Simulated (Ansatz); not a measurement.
# HfIn4SiO6 (Cm) in Ansatz: convergence with k mesh

Aim: find how far k mesh must go before the results for HfIn4SiO6 settle, at PBE. This setting moves, with any that are tied to it; all else stays.

Program: Ansatz 0.2.0. These are calculated values, not measurements. Logs are shortened: lines on timing, memory, paths and dates and some standing lists are left out, and cuts for length are marked.

### 1 The crystal as given

Symmetry: Cm, No. 8, monoclinic system. Conventional cell: a = 6.461 Å, b = 11.155 Å, c = 6.494 Å, α = 90.00°, β = 103.71°, γ = 90.00°. Hf (site symmetry m) is surrounded by 4 O at 1.97 to 2.02 Å. Around In (site symmetry 1) lie 3 O at 2.38 to 2.46 Å. In (site symmetry 1) is surrounded by 3 O at 2.42 to 2.65 Å. Si (site symmetry m) has 4 O at 1.63 to 1.66 Å as nearest neighbours. O (site symmetry 1) is surrounded by 1 Si at 1.65 Å. O (site symmetry m) has 1 Si at 1.66 Å as nearest neighbours. O (site symmetry m) is surrounded by 1 Si at 1.63 Å. O (site symmetry 1) is surrounded by 1 Hf at 1.97 Å.

The cell was built by a generator and needn't be a form met in nature.

### 2 With k mesh 2 × 2 × 2

The input, input.yaml:

```yaml
crystal:
  lattice:
    - [3.23023, -5.57768, -0.0247]
    - [3.23023, 5.57768, -0.0247]
    - [-1.49068, 0.0, 6.3203]
  atoms:
    - { symbol: Hf, position: [0.10178, 0.10178, 0.00912] }
    - { symbol: In, position: [0.79222, 0.48204, 0.00818] }
    - { symbol: In, position: [0.48204, 0.79222, 0.00818] }
    - { symbol: In, position: [0.54472, 0.21983, 0.48398] }
    - { symbol: In, position: [0.21983, 0.54472, 0.48398] }
    - { symbol: Si, position: [0.85433, 0.85433, 0.44523] }
    - { symbol: O, position: [0.835, 0.58822, 0.38104] }
    - { symbol: O, position: [0.58822, 0.835, 0.38104] }
    - { symbol: O, position: [0.02899, 0.02899, 0.295] }
    - { symbol: O, position: [0.9792, 0.9792, 0.69555] }
    - { symbol: O, position: [0.42852, 0.14514, 0.07435] }
    - { symbol: O, position: [0.14514, 0.42852, 0.07435] }
hamiltonian:
  xc: pbe
  pseudopotentials: { kind: paw }
kpoints:
  mp_grid: { grid: [2, 2, 2] }
scf:
  occupations: { method: fermi_dirac, width: 0.05 }
output:
  forces: true
  stress: true
  eigenvalues: true
```

Potentials or basis: Ansatz PAW.

Launch:

```
> ansatz run input.yaml --threads 8 --pin off --max-ram 20480MiB --backend cpu --events-out ev --progress --plain --runs-dir out
```

It took 1 s on 8 threads of Arm Neoverse V2, shared host; peak memory 0.75 GiB.

Results:

| Property | Result |
| --- | --- |
| Free energy | -42159.7986 eV |
| Pressure | -0.1 GPa |
| Largest force | 0.083 eV/Å |
| Band gap on the k mesh | 1.06 eV, indirect (least direct gap 1.34 eV) |

### 3 With k mesh 3 × 3 × 2

input.yaml, as its differences from that of step 2:

```diff
@@ -22,3 +22,3 @@
 kpoints:
-  mp_grid: { grid: [2, 2, 2] }
+  mp_grid: { grid: [3, 3, 2] }
 scf:
```

Potentials or basis: Ansatz PAW.

Launch:

```
> ansatz run input.yaml --threads 8 --pin off --max-ram 20480MiB --backend cpu --events-out ev --progress --plain --runs-dir out
```

Wall time 1.9 s (8 threads of Arm Neoverse V2, shared host); peak memory 0.85 GiB.

What came out:

| Quantity | Value |
| --- | --- |
| Free energy | -42159.7647 eV |
| Pressure | 0.0 GPa |
| Largest force | 0.028 eV/Å |
| Band gap on the k mesh | 0.80 eV, indirect (least direct gap 1.29 eV) |

### 4 With k mesh 3 × 3 × 3

input.yaml, as its differences from that of step 3:

```diff
@@ -22,3 +22,3 @@
 kpoints:
-  mp_grid: { grid: [3, 3, 2] }
+  mp_grid: { grid: [3, 3, 3] }
 scf:
```

Launch:

```
> ansatz run input.yaml --threads 8 --pin off --max-ram 20480MiB --backend cpu --events-out ev --progress --plain --runs-dir out
```

Run time: 2.4 s. Hardware: 8 threads of Arm Neoverse V2, shared host; peak memory 0.92 GiB.

Results:

- Free energy: -42159.7490 eV
- Pressure: 0.0 GPa
- Largest force: 0.008 eV/Å
- Band gap on the k mesh: 0.66 eV, indirect (least direct gap 0.95 eV)

### 5 With k mesh 4 × 4 × 3

input.yaml, as its differences from that of step 4:

```diff
@@ -22,3 +22,3 @@
 kpoints:
-  mp_grid: { grid: [3, 3, 3] }
+  mp_grid: { grid: [4, 4, 3] }
 scf:
```

Launch:

```
> ansatz run input.yaml --threads 8 --pin off --max-ram 20480MiB --backend cpu --events-out ev --progress --plain --runs-dir out
```

It took 3.5 s on 8 threads of Arm Neoverse V2, shared host; peak memory 1 GiB.

Results:

| Property | Result |
| --- | --- |
| Free energy | -42159.7475 eV |
| Pressure | 0.0 GPa |
| Largest force | 0.006 eV/Å |
| Band gap on the k mesh | 0.56 eV, indirect (least direct gap 0.83 eV) |

### 6 With k mesh 5 × 5 × 4

input.yaml, as its differences from that of step 5:

```diff
@@ -22,3 +22,3 @@
 kpoints:
-  mp_grid: { grid: [4, 4, 3] }
+  mp_grid: { grid: [5, 5, 4] }
 scf:
```

Potentials or basis: Ansatz PAW.

Launch:

```
> ansatz run input.yaml --threads 8 --pin off --max-ram 20480MiB --backend cpu --events-out ev --progress --plain --runs-dir out
```

Run time: 6.5 s. Hardware: 8 threads of Arm Neoverse V2, shared host; peak memory 1.2 GiB.

Results (log left out):

```
Free energy            : -42159.7486 eV
Pressure               : 0.0 GPa
Largest force          : 0.007 eV/Å
Band gap on the k mesh : 0.64 eV, indirect (least direct gap 0.90 eV)
```

### 7 With k mesh 6 × 6 × 5

input.yaml, as its differences from that of step 6:

```diff
@@ -22,3 +22,3 @@
 kpoints:
-  mp_grid: { grid: [5, 5, 4] }
+  mp_grid: { grid: [6, 6, 5] }
 scf:
```

Launch:

```
> ansatz run input.yaml --threads 8 --pin off --max-ram 20480MiB --backend cpu --events-out ev --progress --plain --runs-dir out
```

It took 11 s on 8 threads of Arm Neoverse V2, shared host; peak memory 1.3 GiB.

It converged, with:

```yaml
Free_energy: -42159.7487 eV
Pressure: 0.0 GPa
Largest_force: 0.007 eV/Å
Band_gap_on_the_k_mesh: 0.54 eV, indirect (least direct gap 0.93 eV)
```

### 8 With k mesh 7 × 7 × 6

input.yaml, as its differences from that of step 7:

```diff
@@ -22,3 +22,3 @@
 kpoints:
-  mp_grid: { grid: [6, 6, 5] }
+  mp_grid: { grid: [7, 7, 6] }
 scf:
```

Launch:

```
> ansatz run input.yaml --threads 8 --pin off --max-ram 20480MiB --backend cpu --events-out ev --progress --plain --runs-dir out
```

It took 17 s on 8 threads of Arm Neoverse V2, shared host; peak memory 1.5 GiB.

Results (log left out):

```
Free energy            : -42159.7488 eV
Pressure               : 0.0 GPa
Largest force          : 0.007 eV/Å
Band gap on the k mesh : 0.49 eV, indirect (least direct gap 0.85 eV)
```

### 9 With k mesh 8 × 8 × 7

input.yaml, as its differences from that of step 8:

```diff
@@ -22,3 +22,3 @@
 kpoints:
-  mp_grid: { grid: [7, 7, 6] }
+  mp_grid: { grid: [8, 8, 7] }
 scf:
```

Potentials or basis: Ansatz PAW.

Launch:

```
> ansatz run input.yaml --threads 8 --pin off --max-ram 20480MiB --backend cpu --events-out ev --progress --plain --runs-dir out
```

Output:

```text
Warning: RAYON_NUM_THREADS=8 ignored (pool sized by the plan → 8); use --threads N
Engine: ansatz 0.2.0, aarch64-unknown-linux-gnu
Pseudopotentials: kind: paw
Pseudopotential: Hf, paw, valence charge 26, recommended cutoff 420 eV (normal), Hf.paw.azcp
[... 70 lines left out ...]
  atom   9  O      0.00230573     0.00000000     0.00080213
  atom  10  O      0.00051451     0.00000000     0.00405632
  atom  11  O      0.00309905    -0.00263464     0.00119585
  atom  12  O      0.00309905     0.00263464     0.00119585
  max |Σ_I F_I| component: 6.15e-5 eV/Å
--- Stress (GPa, compression-positive) ---
       -0.019489       0.000000      -0.012126
        0.000000      -0.011402       0.000000
       -0.012127       0.000000      -0.001369
  P = ⅓ Tr σ = -0.0108 GPa (-0.108 kbar)
--- Band table (eV; the first three rows and the last of 129) ---
  k-point 0: bands = ["-54.4442", "-23.3365", "-23.3189", "-23.2998", "-12.3820", "-11.0379", "-10.9269", "-10.8845", "-10.3880", "-10.1616", "-6.3644", "-6.3339", "-6.3190", "-6.3047", "-6.2940", "-6.2892", "-6.2755", "-6.2640", "-6.2372", "-6.2325", "-6.2287", "-6.2248", "-6.2114", "-6.2088", "-6.2009", "-6.1734", "-6.1728", "-6.1006", "-6.0665", "-6.0611", "-4.3474", "-4.3448", "-4.3294", "-4.3096", "-4.3020", "-4.2779", "-4.2718", "-0.7757", "1.1726", "1.5564", "1.7253", "2.4232", "2.6584", "2.7738", "2.8542", "3.2318", "3.2999", "3.3878", "3.6252", "3.8377", "3.9694", "3.9986", "4.1802", "4.4251", "4.8536", "5.0256", "6.6522", "6.7353", "7.3573", "9.4254", "9.6984", "9.9016", "10.6473", "10.7242", "10.9310", "11.8882", "11.9886", "12.4183", "12.7585", "13.1578"]
  k-point 1: bands = ["-54.4442", "-23.3365", "-23.3189", "-23.2999", "-12.3542", "-11.0860", "-10.9268", "-10.8801", "-10.3812", "-10.1613", "-6.3622", "-6.3300", "-6.3145", "-6.3034", "-6.2969", "-6.2852", "-6.2769", "-6.2646", "-6.2518", "-6.2342", "-6.2320", "-6.2162", "-6.2122", "-6.2087", "-6.1981", "-6.1680", "-6.1676", "-6.1016", "-6.0719", "-6.0707", "-4.3474", "-4.3441", "-4.3291", "-4.3094", "-4.3020", "-4.2794", "-4.2717", "-0.6827", "1.0748", "1.5687", "1.7249", "2.3289", "2.6091", "2.7600", "2.8448", "3.2413", "3.3457", "3.4034", "3.6626", "3.8339", "3.9874", "4.0083", "4.2749", "4.4722", "4.8081", "5.1084", "6.6095", "6.6507", "7.4258", "9.3759", "9.7390", "9.8914", "10.5345", "10.6600", "11.1001", "11.8203", "11.8537", "12.4304", "12.6632", "13.0969"]
  k-point 2: bands = ["-54.4442", "-23.3366", "-23.3189", "-23.3002", "-12.2845", "-11.1946", "-10.9264", "-10.8745", "-10.3680", "-10.1606", "-6.3584", "-6.3185", "-6.3066", "-6.3064", "-6.2993", "-6.2782", "-6.2730", "-6.2672", "-6.2642", "-6.2368", "-6.2310", "-6.2256", "-6.2175", "-6.2111", "-6.1750", "-6.1611", "-6.1569", "-6.1072", "-6.0998", "-6.0798", "-4.3474", "-4.3426", "-4.3283", "-4.3092", "-4.3020", "-4.2828", "-4.2717", "-0.4383", "0.8914", "1.5387", "1.7227", "2.0674", "2.5112", "2.7867", "2.8558", "3.2586", "3.4149", "3.4458", "3.6827", "3.7645", "4.0461", "4.0494", "4.5409", "4.6178", "4.8457", "5.1970", "6.2476", "6.6497", "7.5829", "9.2848", "9.7967", "9.8311", "10.5182", "10.5397", "11.2045", "11.5951", "11.7845", "12.3889", "12.3908", "12.9790"]
  k-point 128: bands = ["-54.4442", "-23.3366", "-23.3191", "-23.3005", "-12.2057", "-11.2881", "-10.9503", "-10.8584", "-10.3417", "-10.1718", "-6.3702", "-6.3469", "-6.3116", "-6.2931", "-6.2791", "-6.2675", "-6.2638", "-6.2547", "-6.2494", "-6.2382", "-6.2281", "-6.2124", "-6.2083", "-6.1967", "-6.1822", "-6.1670", "-6.1538", "-6.1526", "-6.1303", "-6.0986", "-4.3466", "-4.3398", "-4.3274", "-4.3084", "-4.3037", "-4.2809", "-4.2721", "-0.0068", "0.7607", "1.6155", "1.6441", "1.9043", "1.9464", "2.2473", "2.3663", "2.9364", "3.6832", "3.6887", "3.8816", "4.2071", "4.3356", "4.4597", "4.7428", "4.7663", "5.0464", "5.6744", "6.1564", "6.4064", "7.0473", "9.3442", "9.7777", "10.0910", "10.3412", "10.5811", "11.7289", "11.8479", "12.0360", "12.1018", "12.2332", "12.7510"]
```

Wall time 25 s (8 threads of Arm Neoverse V2, shared host); peak memory 1.9 GiB.

What came out:

```
Free energy            : -42159.7488 eV
Pressure               : 0.0 GPa
Largest force          : 0.007 eV/Å
Band gap on the k mesh : 0.53 eV, indirect (least direct gap 0.81 eV)
```

### 10 Summary

```
   k mesh  energy less the tightest run, at zero smearing (meV/atom)  pressure (GPa)  largest force (eV/Å)  gap on the mesh (eV)  SCF cycles  CPU time (s)  peak memory (GiB)
2 × 2 × 2                                                      -4.16           -0.10                 0.083                 1.058           9           6.4               0.75
3 × 3 × 2                                                      -1.33           -0.02                 0.028                 0.803           9            12               0.85
3 × 3 × 3                                                      -0.02           -0.01                 0.008                 0.660           9            17               0.92
4 × 4 × 3                                                       0.11           -0.01                 0.006                 0.562           9            26                  1
5 × 5 × 4                                                       0.01           -0.01                 0.007                 0.643           9            50                1.2
6 × 6 × 5                                                       0.00           -0.01                 0.007                 0.543           9            82                1.3
7 × 7 × 6                                                      -0.01           -0.01                 0.007                 0.491           9           130                1.5
8 × 8 × 7                                                       0.00           -0.01                 0.007                 0.528           9           190                1.9
```

Against the tightest run, the energy stays within 1 meV/atom from 3 × 3 × 3 on; the pressure stays within 0.1 GPa from 2 × 2 × 2 on; the largest force stays within 0.005 eV/Å from 3 × 3 × 3 on. Not settled before the last step: the gap on the mesh (to 0.01 eV). Meshes of other sizes hit other points, so gaps and Fermi surfaces needn't settle smoothly. The tightest run that finished is the yardstick and may itself not be fully converged.

Caveats: odd divisions of the mesh miss points on the zone boundary, where band edges often lie, so the gap on the mesh can be too wide; spin-orbit coupling is left out, which moves the levels of the heavy elements.
